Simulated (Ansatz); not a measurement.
# C₆H₁₆F₂GeN₂: small, medium and large basis sets

The task here is to estimate one member of a computed series from the others.

The runs use Ansatz 0.2.0, Gaussian basis; one geometry, several basis sets.

The runs, in order: PBE0-D4/def2-SVP; ωB97M-V/def2-SVP; PBE0-D4/def2-QZVPP; ωB97M-V/def2-QZVPP; the functionals' def2-TZVPP values are taken from earlier runs.

### The relaxed structure

An earlier PBE0-D4 in a triple-zeta def2 set relaxation fixed the geometry.

27 atoms, charge 0, spin multiplicity 1.

Atoms are counted from 1 here; the program's logs count them from 0.

Bond lengths: C1–C2 1.519 Å, C1–H12 1.092 Å, C1–H13 1.092 Å, C1–H14 1.093 Å, C2–N3 1.452 Å, C2–H15 1.092 Å, C2–H16 1.100 Å, N3–C4 1.446 Å, N3–Ge5 1.789 Å, C4–H17 1.095 Å, C4–H18 1.092 Å, C4–H19 1.099 Å, Ge5–F6 1.733 Å, Ge5–F7 1.733 Å, Ge5–N8 1.792 Å, N8–C9 1.448 Å, N8–C10 1.453 Å, C9–H20 1.099 Å and more. Angles: C2–C1–H12 110.5°, C2–C1–H13 111.9°, C2–C1–H14 110.2°, H12–C1–H13 108.3°, H12–C1–H14 108.3°, H13–C1–H14 107.5°, C1–C2–N3 113.0°, C1–C2–H15 109.1°, C1–C2–H16 109.7°, N3–C2–H15 108.6°, N3–C2–H16 109.5°, H15–C2–H16 106.7°, C2–N3–C4 115.8°, C2–N3–Ge5 121.3°, C4–N3–Ge5 119.9°, N3–C4–H17 111.4°, N3–C4–H18 110.3°, N3–C4–H19 111.7° and more.

The first run:

Contents of in.yaml:

```yaml
crystal:
  periodic: [false, false, false]
  atoms:
    - {symbol: C, position_ang: [-1.418792, 3.176217, -0.029884]}
    - {symbol: C, position_ang: [-0.308587, 2.617491, 0.843496]}
    - {symbol: N, position_ang: [-0.221170, 1.168493, 0.793758]}
    - {symbol: C, position_ang: [-1.275870, 0.450187, 1.473530]}
    - {symbol: Ge, position_ang: [1.320735, 0.342672, 0.418443]}
    - {symbol: F, position_ang: [2.225780, 1.464955, -0.543533]}
    - {symbol: F, position_ang: [2.383812, 0.089615, 1.763014]}
    - {symbol: N, position_ang: [1.068920, -1.276978, -0.305757]}
    - {symbol: C, position_ang: [2.108614, -2.281887, -0.235403]}
    - {symbol: C, position_ang: [0.129734, -1.419561, -1.405247]}
    - {symbol: C, position_ang: [-0.790237, -2.618703, -1.254726]}
    - {symbol: H, position_ang: [-1.260198, 2.899064, -1.074361]}
    - {symbol: H, position_ang: [-2.401162, 2.809781, 0.275896]}
    - {symbol: H, position_ang: [-1.439722, 4.266637, 0.036783]}
    - {symbol: H, position_ang: [0.646107, 3.035588, 0.517881]}
    - {symbol: H, position_ang: [-0.457520, 2.941052, 1.884329]}
    - {symbol: H, position_ang: [-2.246935, 0.617889, 0.995492]}
    - {symbol: H, position_ang: [-1.080503, -0.623433, 1.447706]}
    - {symbol: H, position_ang: [-1.360345, 0.752716, 2.526354]}
    - {symbol: H, position_ang: [2.676896, -2.347823, -1.173683]}
    - {symbol: H, position_ang: [2.804445, -2.047981, 0.570261]}
    - {symbol: H, position_ang: [1.685979, -3.269618, -0.026558]}
    - {symbol: H, position_ang: [0.674343, -1.492695, -2.358973]}
    - {symbol: H, position_ang: [-0.475679, -0.509916, -1.462076]}
    - {symbol: H, position_ang: [-0.234358, -3.558285, -1.245763]}
    - {symbol: H, position_ang: [-1.363093, -2.554492, -0.326920]}
    - {symbol: H, position_ang: [-1.492792, -2.661386, -2.090358]}
basis:
  gaussian: {orbitals: def2-SVP}
hamiltonian: {xc: pbe0, dispersion: d4}
output: {orbitals: {seedname: orbitals}}
```

On the command line:

```console
$ ansatz run in.yaml --threads 11 --pin off --events-out ev --progress --plain --max-ram 174080MiB --backend cpu
```

Steps of the session up to this table: PBE0-D4 in def2-SVP; ωB97M-V in def2-SVP; PBE0-D4 in def2-QZVPP; ωB97M-V in def2-QZVPP.

One of the session's tables, all rows but one given; the rest of the session is left out.

```
functional       basis  HOMO (eV)  LUMO (eV)
   PBE0-D4    def2-SVP      -6.66       0.74
   PBE0-D4  def2-TZVPP      -6.73       0.45
   PBE0-D4  def2-QZVPP          ?          ?
   ωB97M-V    def2-SVP      -8.98       2.65
   ωB97M-V  def2-TZVPP      -9.06       2.16
   ωB97M-V  def2-QZVPP      -9.08       1.52
```

Q: Estimate the row for PBE0-D4, def2-QZVPP from the others.

**Answer.** HOMO (eV): -6.76; LUMO (eV): 0.21. In the column «HOMO (eV)» it lies between ωB97M-V, def2-SVP (-8.98) and PBE0-D4, def2-TZVPP (-6.73).
